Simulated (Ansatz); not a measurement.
**Ge: an axial (c/a) deformation path**

Aim: for Ge, follow an axial (c/a) deformation at fixed volume.

Computed with Ansatz 0.2.0 (DFT r2SCAN, scalar-relativistic, plane waves, PAW, unless a step's input says otherwise).

**1. The structure to begin with**

Symmetry: Cmmm, No. 65, orthorhombic system. Conventional cell: a = 2.794 Å, b = 5.201 Å, c = 2.698 Å, α = 90.00°, β = 90.00°, γ = 90.00°. Around Ge (site symmetry mmm) lie 8 Ge at 2.70 to 2.95 Å.

Structure file:

```
CELL_PARAMETERS angstrom
1.39715 -2.60052 0.00000
1.39715 2.60052 0.00000
0.00000 0.00000 2.69823
ATOMIC_POSITIONS crystal
Ge 0.50000 0.50000 0.00000
```

It goes back to an entry of the Materials Project, which need not be the stable form.

The cell is taken as given, not relaxed at this level.

**2. The reference cell**

Reference values: F = -4302.5070 eV; pressure -3.16 GPa; largest force 0.000 eV/Å; gap on the mesh none (metal). It was computed beforehand with the settings of the runs below.

**3. The scan: an axial (c/a) deformation path**

At fixed volume and fractional coordinates, lengths along (0.000, 0.000, 1.000) are scaled against those across it; ρ is that ratio over its starting value.

**4. At ρ = 0.850**

File input.yaml:

```yaml
crystal:
  lattice:
    - [1.4749243616, -2.7452794234, 0.0]
    - [1.4749243616, 2.7452794234, 0.0]
    - [0.0, 0.0, 2.4211688516]
  atoms:
    - { symbol: Ge, position: [0.5, 0.5, 0.0] }
basis:
  ecutwfc: 500
kpoints:
  mp_grid: { grid: [22, 22, 20] }
hamiltonian:
  xc: r2scan
scf:
  occupations: { method: gaussian, width: 0.15 }
output:
  forces: true
  stress: true
  eigenvalues: true
```

Started as:

```console
> ansatz run input.yaml --threads 1 --pin off --max-ram 2560MiB --backend cpu --events-out ev --progress --plain --runs-dir out
```

Log, shortened:

```text
Warning: RAYON_NUM_THREADS=1 ignored (pool sized by the plan → 1); use --threads N
[...]
Pseudopotentials: kind: paw
Pseudopotential: Ge, paw, valence charge 14, recommended cutoff 500 eV (meta_gga), Ge.paw.azcp
Functional definition: r2SCAN
[...]
Crystal: 1 atoms, lattice volume = 19.607 Å³
Basis set: ecut = 500 eV, 507 PW (Γ), exchange–correlation on 96×96×72 points (64 copies of the dense FFT grid, shifted against one another)
Bands: 11, of which v1, the nominal top of the filled ones, is band 7 counted from 1 (6 counted from 0)
Symmetry: 8 space group operations
Space group: Cmmm (ITA 65), of the structure as read, at distance tolerance 2.7e-5 Å
k-points: 1463 of 9680
[...]
SCF iter   1: F=—  HF=-4302.316271 eV  |F-HF|=—  |Δ(HF+E_count)|=         —  Δρ=7.04e-3  dr2=2.86e-3  dr2_τ=8.85e-4  ethr=1.77e-3  ⟨swp⟩=5.1  Hψ=95755  notcnv=0
[...]
SCF iter   6: F=-4302.327590 eV  HF=-4302.327590 eV  |F-HF|=1.42e-10  |Δ(HF+E_count)|=   9.94e-9  Δρ=7.99e-7  dr2=7.95e-11  dr2_τ=7.50e-13  ethr=3.27e-11  ⟨swp⟩=2.3  Hψ=54851  notcnv=0
the search or the solves at the SCF's close seem to have found levels that the self-consistency loop had missed (the run counts 2). By its estimate they hold under 1e-12 electrons; where the run keeps them, the occupations were computed again with them
[...]
SCF converged after 6 iterations
Free energy (F): -4302.327590 eV
[...]
E sigma→0 (E₀):  -4302.325410 eV
Entropy (-TS):   -0.004359 eV (-4.359 meV/atom)
Fermi energy:    10.309929 eV
[...]
--- Forces (eV/Å), atoms counted from 1 ---
  atom   1  Ge     0.00000000     0.00000000    -0.00000000
[...]
--- Stress (GPa, compression-positive) ---
       -8.696504      -0.000000       0.000000
       -0.000000      -8.877787      -0.000000
        0.000000      -0.000000      19.578548
  P = ⅓ Tr σ = 0.6681 GPa (6.681 kbar)
--- Band table (eV; the first three rows and the last of 1463) ---
  k-point 0: bands = ["-15.4341", "-15.1810", "-15.1453", "-14.9932", "-14.9779", "-3.3754", "15.2832", "16.5735", "20.3844", "22.2027", "22.2854"]
[...]
```

Run time: 28 s. Hardware: 1 thread of Intel Xeon 6975P-C (Granite Rapids), shared host; peak memory 0.73 GiB.

**5. Point ρ = 1.200**

input.yaml: that of step 4 with these lines changed.

```diff
@@ -2,5 +2,5 @@
   lattice:
-    - [1.4749243616, -2.7452794234, 0.0]
-    - [1.4749243616, 2.7452794234, 0.0]
-    - [0.0, 0.0, 2.4211688516]
+    - [1.3147675467, -2.4471792497, 0.0]
+    - [1.3147675467, 2.4471792497, 0.0]
+    - [0.0, 0.0, 3.0469591023]
   atoms:
```

Started as:

```console
> ansatz run input.yaml --threads 1 --pin off --max-ram 2560MiB --backend cpu --events-out ev --progress --plain --runs-dir out
```

Log, shortened:

```text
[...]
SCF converged after 6 iterations
Free energy (F): -4302.321885 eV
[...]
E sigma→0 (E₀):  -4302.319316 eV
Entropy (-TS):   -0.005138 eV (-5.138 meV/atom)
Fermi energy:    10.300561 eV
[...]
--- Forces (eV/Å), atoms counted from 1 ---
  atom   1  Ge    -0.00000000     0.00000000     0.00000000
[...]
--- Stress (GPa, compression-positive) ---
        9.923788       0.000000       0.000000
        0.000000       7.355854       0.000000
        0.000000       0.000000     -12.869348
  P = ⅓ Tr σ = 1.4701 GPa (14.701 kbar)
--- Band table (eV; the first three rows and the last of 1463) ---
  k-point 0: bands = ["-15.2257", "-15.1910", "-15.1189", "-15.0147", "-14.9909", "-3.5060", "12.9254", "17.4495", "20.5993", "22.5952", "25.6020"]
[...]
```

Run time: 15 s. Hardware: 1 thread of Intel Xeon 6975P-C (Granite Rapids), shared host; peak memory 0.75 GiB.

**6. ρ = 0.920**

input.yaml: that of step 5 with these lines changed.

```diff
@@ -2,5 +2,5 @@
   lattice:
-    - [1.3147675467, -2.4471792497, 0.0]
-    - [1.3147675467, 2.4471792497, 0.0]
-    - [0.0, 0.0, 3.0469591023]
+    - [1.43652586, -2.6738082218, 0.0]
+    - [1.43652586, 2.6738082218, 0.0]
+    - [0.0, 0.0, 2.5523350187]
   atoms:
```

Started as:

```console
> ansatz run input.yaml --threads 1 --pin off --max-ram 2560MiB --backend cpu --events-out ev --progress --plain --runs-dir out
```

Log, shortened:

```text
Warning: RAYON_NUM_THREADS=1 ignored (pool sized by the plan → 1); use --threads N
[...]
[... 3 set-up lines as earlier in the session ...]
[...]
Crystal: 1 atoms, lattice volume = 19.607 Å³
Basis set: ecut = 500 eV, 489 PW (Γ), exchange–correlation on 96×96×80 points (64 copies of the dense FFT grid, shifted against one another)
Bands: 11, of which v1, the nominal top of the filled ones, is band 7 counted from 1 (6 counted from 0)
[... 2 set-up lines as earlier in the session ...]
k-points: 1463 of 9680
[...]
SCF iter   1: F=—  HF=-4302.454813 eV  |F-HF|=—  |Δ(HF+E_count)|=         —  Δρ=6.57e-3  dr2=2.67e-3  dr2_τ=6.57e-4  ethr=1.77e-3  ⟨swp⟩=5.0  Hψ=92800  notcnv=0
[...]
SCF iter   6: F=-4302.465605 eV  HF=-4302.465605 eV  |F-HF|=1.46e-10  |Δ(HF+E_count)|=   5.64e-9  Δρ=7.48e-7  dr2=9.45e-11  dr2_τ=1.01e-12  ethr=1.46e-11  ⟨swp⟩=1.6  Hψ=45058  notcnv=0
[...]
SCF converged after 6 iterations
Free energy (F): -4302.465605 eV
[...]
E sigma→0 (E₀):  -4302.463136 eV
Entropy (-TS):   -0.004937 eV (-4.937 meV/atom)
Fermi energy:    10.271953 eV
[...]
--- Forces (eV/Å), atoms counted from 1 ---
  atom   1  Ge     0.00000000     0.00000000     0.00000000
[...]
--- Stress (GPa, compression-positive) ---
       -6.395435       0.000000       0.000000
        0.000000      -7.455865       0.000000
        0.000000       0.000000       7.313398
  P = ⅓ Tr σ = -2.1793 GPa (-21.793 kbar)
--- Band table (eV; the first three rows and the last of 1463) ---
  k-point 0: bands = ["-15.2596", "-15.1224", "-15.0784", "-14.9501", "-14.9326", "-3.2678", "16.4950", "17.9274", "19.6602", "21.1454", "22.9678"]
[...]
```

Wall time 16 s (1 thread of Intel Xeon 6975P-C (Granite Rapids), shared host); peak memory 0.74 GiB.

**7. Point ρ = 1.100**

input.yaml: that of step 6 with these lines changed.

```diff
@@ -2,5 +2,5 @@
   lattice:
-    - [1.43652586, -2.6738082218, 0.0]
-    - [1.43652586, 2.6738082218, 0.0]
-    - [0.0, 0.0, 2.5523350187]
+    - [1.3534591814, -2.5191960603, 0.0]
+    - [1.3534591814, 2.5191960603, 0.0]
+    - [0.0, 0.0, 2.8752409889]
   atoms:
```

Started as:

```console
> ansatz run input.yaml --threads 1 --pin off --max-ram 2560MiB --backend cpu --events-out ev --progress --plain --runs-dir out
```

Log, shortened:

```text
[...]
SCF converged after 6 iterations
Free energy (F): -4302.447350 eV
[...]
E sigma→0 (E₀):  -4302.444835 eV
Entropy (-TS):   -0.005031 eV (-5.031 meV/atom)
Fermi energy:    10.275060 eV
[...]
--- Forces (eV/Å), atoms counted from 1 ---
  atom   1  Ge     0.00000000     0.00000000    -0.00000000
[...]
--- Stress (GPa, compression-positive) ---
        4.363181      -0.000000       0.000000
       -0.000000       1.149766      -0.000000
        0.000000      -0.000000     -10.630832
  P = ⅓ Tr σ = -1.7060 GPa (-17.060 kbar)
--- Band table (eV; the first three rows and the last of 1463) ---
  k-point 0: bands = ["-15.1666", "-15.1387", "-15.0747", "-14.9686", "-14.9472", "-3.3243", "14.8621", "19.0897", "19.2434", "21.0369", "24.5235"]
[...]
```

It took 16 s on 1 thread of Intel Xeon 6975P-C (Granite Rapids), shared host; peak memory 0.75 GiB.

**8. At ρ = 0.960**

input.yaml: that of step 7 with these lines changed.

```diff
@@ -2,5 +2,5 @@
   lattice:
-    - [1.3534591814, -2.5191960603, 0.0]
-    - [1.3534591814, 2.5191960603, 0.0]
-    - [0.0, 0.0, 2.8752409889]
+    - [1.416290406, -2.6361439341, 0.0]
+    - [1.416290406, 2.6361439341, 0.0]
+    - [0.0, 0.0, 2.6257897556]
   atoms:
```

Started as:

```console
> ansatz run input.yaml --threads 1 --pin off --max-ram 2560MiB --backend cpu --events-out ev --progress --plain --runs-dir out
```

Log, shortened:

```text
Warning: RAYON_NUM_THREADS=1 ignored (pool sized by the plan → 1); use --threads N
[...]
[... 3 set-up lines as earlier in the session ...]
[...]
Crystal: 1 atoms, lattice volume = 19.607 Å³
Basis set: ecut = 500 eV, 489 PW (Γ), exchange–correlation on 96×96×80 points (64 copies of the dense FFT grid, shifted against one another)
Bands: 11, of which v1, the nominal top of the filled ones, is band 7 counted from 1 (6 counted from 0)
[... 2 set-up lines as earlier in the session ...]
k-points: 1463 of 9680
[...]
SCF iter   1: F=—  HF=-4302.489099 eV  |F-HF|=—  |Δ(HF+E_count)|=         —  Δρ=6.47e-3  dr2=2.65e-3  dr2_τ=5.89e-4  ethr=1.77e-3  ⟨swp⟩=5.1  Hψ=92404  notcnv=0
[...]
SCF iter   6: F=-4302.499529 eV  HF=-4302.499529 eV  |F-HF|=1.23e-10  |Δ(HF+E_count)|=   4.23e-9  Δρ=6.65e-7  dr2=7.38e-11  dr2_τ=8.01e-13  ethr=1.11e-11  ⟨swp⟩=1.5  Hψ=50968  notcnv=0
[...]
SCF converged after 6 iterations
Free energy (F): -4302.499529 eV
[...]
E sigma→0 (E₀):  -4302.497286 eV
Entropy (-TS):   -0.004487 eV (-4.487 meV/atom)
Fermi energy:    10.264669 eV
[...]
--- Forces (eV/Å), atoms counted from 1 ---
  atom   1  Ge    -0.00000000     0.00000000     0.00000000
[...]
--- Stress (GPa, compression-positive) ---
       -4.007873       0.000000       0.000000
        0.000000      -5.517103       0.000000
        0.000000       0.000000       0.665362
  P = ⅓ Tr σ = -2.9532 GPa (-29.532 kbar)
--- Band table (eV; the first three rows and the last of 1463) ---
  k-point 0: bands = ["-15.2065", "-15.1111", "-15.0620", "-14.9435", "-14.9254", "-3.2433", "17.1473", "18.4053", "18.6596", "21.1727", "23.1943"]
[...]
```

Wall time 17 s (1 thread of Intel Xeon 6975P-C (Granite Rapids), shared host); peak memory 0.74 GiB.

**9. At ρ = 1.050**

File input.yaml:

```yaml
crystal:
  lattice:
    - [1.3746103974, -2.5585648577, 0.0]
    - [1.3746103974, 2.5585648577, 0.0]
    - [0.0, 0.0, 2.7874387103]
  atoms:
    - { symbol: Ge, position: [0.5, 0.5, 0.0] }
basis:
  ecutwfc: 500
kpoints:
  mp_grid: { grid: [22, 22, 20] }
hamiltonian:
  xc: r2scan
scf:
  occupations: { method: gaussian, width: 0.15 }
output:
  forces: true
  stress: true
  eigenvalues: true
  write_density: true
  write_potential: true
  elf: true
  volumetric_format: npy
```

Started as:

```console
> ansatz run input.yaml --threads 1 --pin off --max-ram 2560MiB --backend cpu --events-out ev --progress --plain --runs-dir out
```

Log, shortened:

```text
[...]
SCF converged after 6 iterations
Free energy (F): -4302.488978 eV
[...]
E sigma→0 (E₀):  -4302.486549 eV
Entropy (-TS):   -0.004857 eV (-4.857 meV/atom)
Fermi energy:    10.266946 eV
[...]
--- Forces (eV/Å), atoms counted from 1 ---
  atom   1  Ge     0.00000000     0.00000000     0.00000000
[...]
--- Stress (GPa, compression-positive) ---
        1.306668       0.000000       0.000000
        0.000000      -1.418642       0.000000
        0.000000       0.000000      -8.039347
  P = ⅓ Tr σ = -2.7171 GPa (-27.171 kbar)
--- Band table (eV; the first three rows and the last of 1463) ---
  k-point 0: bands = ["-15.1596", "-15.1212", "-15.0611", "-14.9533", "-14.9329", "-3.2690", "15.9973", "18.5248", "19.9767", "20.2180", "23.9812"]
[...]
```

Wall time 21 s (1 thread of Intel Xeon 6975P-C (Granite Rapids), shared host); peak memory 0.73 GiB.

The maps below are laid out on this run's own conventional cell (a, b, c = 2.749, 5.117, 2.787 Å).

Density in a lattice plane of the grid's cell (edges 2.75 and 5.12 Å, at 0.000 of the third edge), which holds Ge.

Ten even steps from '0' (0.19 e/Å³) to '9' (51.22 e/Å³):
```
000003530000
000000100000
000000000000
000000000000
000000000000
000000000000
000000000000
100000000000
530000000003
961000000016
530000000003
100000000000
000000000000
000000000000
000000000000
000000000000
000000000000
000000100000
000003530000
000016961000
```
Columns run along the first of these edges and rows up along the second, over one cell in 12 and 20 even steps from the bottom left corner. Atoms in the plane (fractional): Ge at (0.00, 0.50), Ge at (0.50, 0.00).

ELF in the same plane.

Values, 12 rows by 6 columns:
```
0.48 0.44 0.25 0.07 0.25 0.44
0.39 0.45 0.42 0.39 0.42 0.45
0.44 0.45 0.45 0.44 0.45 0.45
0.39 0.42 0.45 0.39 0.45 0.42
0.07 0.25 0.44 0.48 0.44 0.25
0.16 0.10 0.42 0.52 0.42 0.10
0.07 0.25 0.44 0.48 0.44 0.25
0.39 0.42 0.45 0.39 0.45 0.42
0.44 0.45 0.45 0.44 0.45 0.45
0.39 0.45 0.42 0.39 0.42 0.45
0.48 0.44 0.25 0.07 0.25 0.44
0.52 0.42 0.10 0.16 0.10 0.42
```
Columns run along the first of these edges and rows up along the second, over one cell in 6 and 12 even steps from the bottom left corner. Atoms in the plane (fractional): Ge at (0.00, 0.50), Ge at (0.50, 0.00).

Both are smooth fields of the valence electrons: close to the nuclei they are not physical.

Maxima of ELF outside the ion cores: 0.66 on the Ge–Ge line, 1.4 Å from Ge.

**10. Point ρ = 0.800**

File input.yaml:

```yaml
crystal:
  lattice:
    - [1.5050331364, -2.8013209412, 0.0]
    - [1.5050331364, 2.8013209412, 0.0]
    - [0.0, 0.0, 2.3252649872]
  atoms:
    - { symbol: Ge, position: [0.5, 0.5, 0.0] }
basis:
  ecutwfc: 500
kpoints:
  mp_grid: { grid: [22, 22, 20] }
hamiltonian:
  xc: r2scan
scf:
  occupations: { method: gaussian, width: 0.15 }
output:
  forces: true
  stress: true
  eigenvalues: true
```

Started as:

```console
> ansatz run input.yaml --threads 1 --pin off --max-ram 2560MiB --backend cpu --events-out ev --progress --plain --runs-dir out
```

Log, shortened:

```text
Warning: RAYON_NUM_THREADS=1 ignored (pool sized by the plan → 1); use --threads N
[...]
[... 3 set-up lines as earlier in the session ...]
[...]
Crystal: 1 atoms, lattice volume = 19.607 Å³
Basis set: ecut = 500 eV, 491 PW (Γ), exchange–correlation on 96×96×72 points (64 copies of the dense FFT grid, shifted against one another)
Bands: 11, of which v1, the nominal top of the filled ones, is band 7 counted from 1 (6 counted from 0)
[... 2 set-up lines as earlier in the session ...]
k-points: 1463 of 9680
[...]
SCF iter   1: F=—  HF=-4302.135136 eV  |F-HF|=—  |Δ(HF+E_count)|=         —  Δρ=7.45e-3  dr2=3.42e-3  dr2_τ=1.26e-3  ethr=1.77e-3  ⟨swp⟩=5.0  Hψ=97563  notcnv=0
[...]
SCF iter   6: F=-4302.146890 eV  HF=-4302.146890 eV  |F-HF|=8.37e-10  |Δ(HF+E_count)|=   2.56e-7  Δρ=8.48e-6  dr2=5.27e-9  dr2_τ=9.62e-11  ethr=7.14e-10  ⟨swp⟩=5.5  Hψ=72268  notcnv=0
[...]
SCF converged after 6 iterations
Free energy (F): -4302.146890 eV
[...]
E sigma→0 (E₀):  -4302.144943 eV
Entropy (-TS):   -0.003892 eV (-3.892 meV/atom)
Fermi energy:    10.238328 eV
[...]
--- Forces (eV/Å), atoms counted from 1 ---
  atom   1  Ge     0.00000000     0.00000000    -0.00000000
[...]
--- Stress (GPa, compression-positive) ---
       -9.992449      -0.000000       0.000000
       -0.000000     -10.732625      -0.000000
        0.000000      -0.000000      35.842445
  P = ⅓ Tr σ = 5.0391 GPa (50.391 kbar)
--- Band table (eV; the first three rows and the last of 1463) ---
  k-point 0: bands = ["-15.6088", "-15.2402", "-15.2098", "-15.0228", "-15.0096", "-3.4980", "14.3664", "15.5548", "19.6182", "21.6039", "23.1717"]
[...]
```

It took 18 s on 1 thread of Intel Xeon 6975P-C (Granite Rapids), shared host; peak memory 0.72 GiB.

**11. At ρ = 1.300**

input.yaml: that of step 10 with these lines changed.

```diff
@@ -2,5 +2,5 @@
   lattice:
-    - [1.5050331364, -2.8013209412, 0.0]
-    - [1.5050331364, 2.8013209412, 0.0]
-    - [0.0, 0.0, 2.3252649872]
+    - [1.2801521997, -2.3827496407, 0.0]
+    - [1.2801521997, 2.3827496407, 0.0]
+    - [0.0, 0.0, 3.2139666242]
   atoms:
```

Started as:

```console
> ansatz run input.yaml --threads 1 --pin off --max-ram 2560MiB --backend cpu --events-out ev --progress --plain --runs-dir out
```

Log, shortened:

```text
[...]
SCF converged after 6 iterations
Free energy (F): -4302.164084 eV
[...]
E sigma→0 (E₀):  -4302.161597 eV
Entropy (-TS):   -0.004974 eV (-4.974 meV/atom)
Fermi energy:    10.330003 eV
[...]
--- Forces (eV/Å), atoms counted from 1 ---
  atom   1  Ge     0.00000000     0.00000000    -0.00000000
[...]
--- Stress (GPa, compression-positive) ---
       16.902998      -0.000000       0.000000
       -0.000000      13.076400      -0.000000
        0.000000      -0.000000     -11.889214
  P = ⅓ Tr σ = 6.0301 GPa (60.301 kbar)
--- Band table (eV; the first three rows and the last of 1463) ---
  k-point 0: bands = ["-15.3064", "-15.2603", "-15.1751", "-15.0629", "-15.0360", "-3.7618", "11.3386", "16.1041", "21.8652", "24.0674", "26.6137"]
[...]
```

It took 15 s on 1 thread of Intel Xeon 6975P-C (Granite Rapids), shared host; peak memory 0.73 GiB.

**12. The scan collected**

The scan, with free energies counted from the undisturbed cell:

```
    ρ  ΔE (meV/atom)  pressure (GPa)  space group
0.800          360.1             5.0         Cmmm
0.850          179.4             0.7         Cmmm
0.920           41.4            -2.2         Cmmm
0.960            7.5            -3.0         Cmmm
1.000            0.0            -3.2         Cmmm
1.050           18.1            -2.7         Cmmm
1.100           59.7            -1.7         Cmmm
1.200          185.2             1.5         Cmmm
1.300          343.0             6.0         Cmmm
```

**13. Results**

```
     quantity                        value
highest point  360.1 meV/atom at ρ = 0.800
```

**Reading.** No sampled point lies below the undisturbed cell. No sampled point inside the path is a dip, apart from those named.
